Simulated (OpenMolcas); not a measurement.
**BSiN2H5 (SMILES N[SiH]1BN1): levels of theory compared**

We compute a comparison of 6 runs (HF/STO-3G, B2PLYP/cc-pVDZ, M06-L/cc-pVDZ, SVWN5/cc-pVDZ, TPSS/cc-pVDZ, r2SCAN/cc-pVDZ) of BSiN2H5. 

The results are computed with OpenMolcas 26.06.

1 further run of the same task is left out (set aside as unsound or not needed).

### 1 The system as given

BSiN2H5: 9 atoms, total charge 0, spin state singlet. SMILES: `N[SiH]1BN1`. The coordinates come from a PBE0-D4/def2-TZVP relaxation. This is one conformer, not always the lowest.

Bond lengths: N1–Si2 1.702 Å, Si2–B3 1.914 Å, Si2–N4 1.755 Å, B3–N4 1.389 Å, N1–H5 1.006 Å, N1–H6 1.005 Å, Si2–H7 1.482 Å, B3–H8 1.190 Å, N4–H9 1.011 Å. Some angles: N1–Si2–B3 127.2°, N1–Si2–N4 121.8°, B3–Si2–N4 44.2°, Si2–B3–N4 61.8°, Si2–N4–B3 74.0°, N1–Si2–H7 105.5°, B3–Si2–H7 127.1°, N4–Si2–H7 113.4°, Si2–N1–H5 122.6°, Si2–N1–H6 123.2°.

### 2 Energy and gradient at HF/STO-3G (run 1)

The input, test.inp:

```
* BH5N2Si Hartree-Fock

&GATEWAY
 BasLib=$CurrDir
 Coord
 9
 angstrom
 N       -0.637800       1.588100       0.218200
 Si       0.258900       0.175500       0.530500
 B       -0.233900      -1.625800       0.110200
 N        0.650500      -0.971600      -0.738400
 H       -0.221300       2.503300       0.212900
 H       -1.561800       1.577300      -0.177300
 H        1.441200       0.620900       1.305200
 H       -0.741300      -2.702400       0.114400
 H        1.134000      -1.211600      -1.592900
 Basis=STO-3G
 Group=NoSym

&SEWARD

&SCF
 Thresholds=1e-10 1e-07 1e-07 1e-05
 PrOrbitals=1 1

&ALASKA
```

The basis set STO-3G is read from a file made from the Basis Set Exchange's data (not shown).

On the command line:

```sh
$ export MOLCAS_MEM=1860
$ pymolcas test.inp > test.log
```

Log:

```text
--- Start Module: gateway ---
[...]
--- Stop Module: gateway /rc=_RC_ALL_IS_WELL_ ---
[...]
      Basis functions           29
[...]
--- Start Module: scf ---
[...]
       Convergence after  12 Iterations
[...]
::    Total SCF energy                               -420.3571484955
[...]
      Total spin, S                                     0.0000000000
[...]
      Total electronic charge=   38.000000
      Total            charge=   -0.000000
[...]
      Dipole Moment (debye):
      Origin of the operator (angstrom)=    0.0680   -0.0495    0.1198
                   X=  2.3256E-01               Y=  1.0936E+00               Z= -5.1148E-01           Total=  1.2295E+00
      Quadrupole Moment (debye*angstrom):
[...]
 *              Molecular gradients               *
 **************************************************
  Irreducible representation: a
 ------------------------------------------------------------------------------------------
                              X                       Y                       Z
 ------------------------------------------------------------------------------------------
  N1               -5.76246381616663E-03    1.34733479768521E-02   -2.01358674128004E-03
  SI2              -1.71335772053887E-02    2.92825841500846E-02   -7.89773941754390E-03
  B3               -2.15497141315319E-02   -2.11267443304699E-02    1.91456307110123E-02
  N4                2.97460791911845E-02   -2.40775564465068E-03   -3.86670549599142E-02
  H5               -2.01093871927327E-03   -7.66011353690654E-03    3.04354412733820E-03
  H6                6.94830856227835E-03   -2.51591432534654E-03    3.86153980714954E-03
  H7                2.35358987157150E-02    1.10143523184079E-02    1.58986955402867E-02
  H8               -7.95854364330006E-03   -2.23717611382277E-02   -5.00765487516225E-03
[...]
```

It took 1.7 s on 1 thread of Intel Xeon 6975P-C (Granite Rapids), shared host; peak memory 0.37 GiB.

### 3 The energy at B2PLYP/cc-pVDZ (run 2)

The input, coord.xyz:

```xyz
9

N     -0.637800     1.588100     0.218200
Si     0.258900     0.175500     0.530500
B     -0.233900    -1.625800     0.110200
N      0.650500    -0.971600    -0.738400
H     -0.221300     2.503300     0.212900
H     -1.561800     1.577300    -0.177300
H      1.441200     0.620900     1.305200
H     -0.741300    -2.702400     0.114400
H      1.134000    -1.211600    -1.592900
```

The input, mol.input:

```
&GATEWAY
BasLib = $CurrDir
Coord = coord.xyz
Basis = cc-pVDZ
Group = NoSym
&SEWARD
GridInput
Grid=UltraFine
End of Grid
&SCF
KSDFT = B2PLYP_SCF
Thresholds = 1e-10 1e-07 1e-07 1e-05
PrOrbitals = 1
&MBPT2
Frozen = 8
```

The basis set cc-pVDZ is read from a file made from the Basis Set Exchange's data (not shown).

On the command line:

```sh
$ export MOLCAS_MEM=1860
$ pymolcas mol.input > mol.log
```

Log:

```text
--- Start Module: gateway ---
[...]
--- Stop Module: gateway /rc=_RC_ALL_IS_WELL_ ---
[...]
      Basis functions           85
[...]
--- Start Module: scf ---
[...]
       Convergence after  13 Iterations
[...]
::    Total KS-DFT energy                            -426.4324317513
[...]
      Total spin, S                                     0.0000000000
[...]
      Total electronic charge=   38.000000
      Total            charge=   -0.000000
[...]
      Dipole Moment (debye):
      Origin of the operator (angstrom)=    0.0680   -0.0495    0.1198
                   X=  1.2045E-01               Y=  1.4669E+00               Z= -1.4635E+00           Total=  2.0756E+00
      Quadrupole Moment (debye*angstrom):
[...]
--- Stop Module: scf /rc=_RC_ALL_IS_WELL_ ---
[...]
--- Start Module: mbpt2 ---
[...]
 ###    WARNING: MP2 implementation intended for RHF references only         ###
 ###############################################################################
MBPT2 WARNING: Reference function according to RunFile:KS-DFT
I'll assume you know what you're doing and continue
WARNING!
Default frozen orbitals as non valence orbitals is overwritten by user input.
Default values:   5
[...]
       Reference weight ( Cref**2 )         =        0.77434
::    Total MBPT2 energy                             -427.0679894562
[...]
      Total MBPT2 calculations                           0.17      0.21
--- Stop Module: mbpt2 /rc=_RC_ALL_IS_WELL_ ---
[...]
```

Wall time 19 s (1 thread of Intel Xeon 6975P-C (Granite Rapids), shared host); peak memory 0.47 GiB.

Runs 3 to 5 aren't shown in full; the table further down has their settings and results.

### 4 Energy and forces at r2SCAN/cc-pVDZ (run 6)

The input, mol.xyz:

```xyz
9

N     -0.637800     1.588100     0.218200
Si     0.258900     0.175500     0.530500
B     -0.233900    -1.625800     0.110200
N      0.650500    -0.971600    -0.738400
H     -0.221300     2.503300     0.212900
H     -1.561800     1.577300    -0.177300
H      1.441200     0.620900     1.305200
H     -0.741300    -2.702400     0.114400
H      1.134000    -1.211600    -1.592900
```

The input, job.input:

```
* BH5N2Si Kohn-Sham DFT
>>> EXPORT MOLCAS_PRINT=2
&GATEWAY
BasLib=$CurrDir
Coord=mol.xyz
Basis=cc-pVDZ
Group=NoSym
&SEWARD
GridInput
Grid=UltraFine
End of Grid
&SCF
KSDFT=2
1.0 MGGA_X_R2SCAN
1.0 MGGA_C_R2SCAN
Thresholds=1e-10 1e-07 1e-07 1e-05
PrOrbitals=1 2
&ALASKA
```

The basis set cc-pVDZ is read from a file made from the Basis Set Exchange's data (not shown).

On the command line:

```sh
$ export MOLCAS_MEM=1860
$ pymolcas job.input > job.log
```

Log:

```text
--- Start Module: gateway ---
[...]
--- Stop Module: gateway /rc=_RC_ALL_IS_WELL_ ---
[...]
      Basis functions           85
[...]
--- Start Module: scf ---
[...]
       Convergence after  15 Iterations
[...]
::    Total KS-DFT energy                            -426.7717778448
[...]
      Total spin, S                                     0.0000000000
[...]
      Total electronic charge=   38.000000
      Total            charge=   -0.000000
[...]
      Dipole Moment (debye):
      Origin of the operator (angstrom)=    0.0680   -0.0495    0.1198
                   X=  1.3290E-01               Y=  1.5541E+00               Z= -1.6167E+00           Total=  2.2465E+00
      Quadrupole Moment (debye*angstrom):
[...]
 *              Molecular gradients               *
 **************************************************
  Irreducible representation: a
 ------------------------------------------------------------------------------------------
                              X                       Y                       Z
 ------------------------------------------------------------------------------------------
  N1                3.40388949835102E-03   -4.58143255643151E-03   -1.43279315264494E-03
  SI2              -1.14584534021089E-03   -2.44242079618928E-03   -1.45443913271937E-02
  B3                1.88785669965608E-03    3.35851390906150E-03   -6.96178369298472E-04
  N4               -3.03715286564366E-03    5.54385163435667E-03    7.65728207703198E-03
  H5               -2.83097397826637E-03   -7.25320647878291E-03    8.75006381791801E-04
  H6                7.00544715334761E-03   -5.01048054013409E-04    3.25597461534199E-03
  H7               -3.61532623561400E-03   -1.43620672004130E-03   -2.34900641995583E-03
  H8                2.05925541768037E-03    4.24724814666844E-03   -1.93646777294776E-04
[...]
```

Wall time 41 s (1 thread of Intel Xeon 6975P-C (Granite Rapids), shared host); peak memory 0.47 GiB.

### 5 The series

```
run           level      task  frozen core orbitals  energy (Eh)  dipole moment (D)  HOMO energy (eV)  LUMO energy (eV)  wall time
  1       HF/STO-3G  gradient                     –  -420.357148               1.23             -6.89              9.33      1.7 s
  2  B2PLYP/cc-pVDZ    energy                     8  -426.604032               2.08             -7.43              1.59       19 s
  3   M06-L/cc-pVDZ  gradient                     –  -426.864373               2.22             -5.46             -0.37       43 s
  4   SVWN5/cc-pVDZ  gradient                     –  -424.516591               2.36             -5.26             -1.02       19 s
  5    TPSS/cc-pVDZ  gradient                     –  -426.925646               2.25             -5.31             -0.62       41 s
  6  r2SCAN/cc-pVDZ  gradient                     –  -426.771778               2.25             -5.46             -0.54       41 s
```

### 6 Results

| quantity | value |
| --- | --- |
| run 6: total energy | -426.77178 Eh |
| run 6: dipole moment | 2.25 D |
| run 6: HOMO energy | -5.46 eV |
| run 6: LUMO energy | -0.54 eV |
| run 6: HOMO–LUMO gap | 4.92 eV |
| run 6: largest force on an atom | 0.761 eV/Å |

**Reading.** The dipole moment (its size) runs from 1.23 D (HF/STO-3G) to 2.36 D (SVWN5/cc-pVDZ). The two ends differ in method and basis. The HOMO–LUMO gap runs from 4.24 eV (SVWN5/cc-pVDZ) to 16.22 eV (HF/STO-3G). For B2PLYP the log adds the whole second-order term; the table takes 0.27 of it, as the functional is defined. Totals of different functionals can't be ranked against each other. In run 1 the basis is minimal, so the values are rough. All runs together took 2.8 min, the longest 43 s.
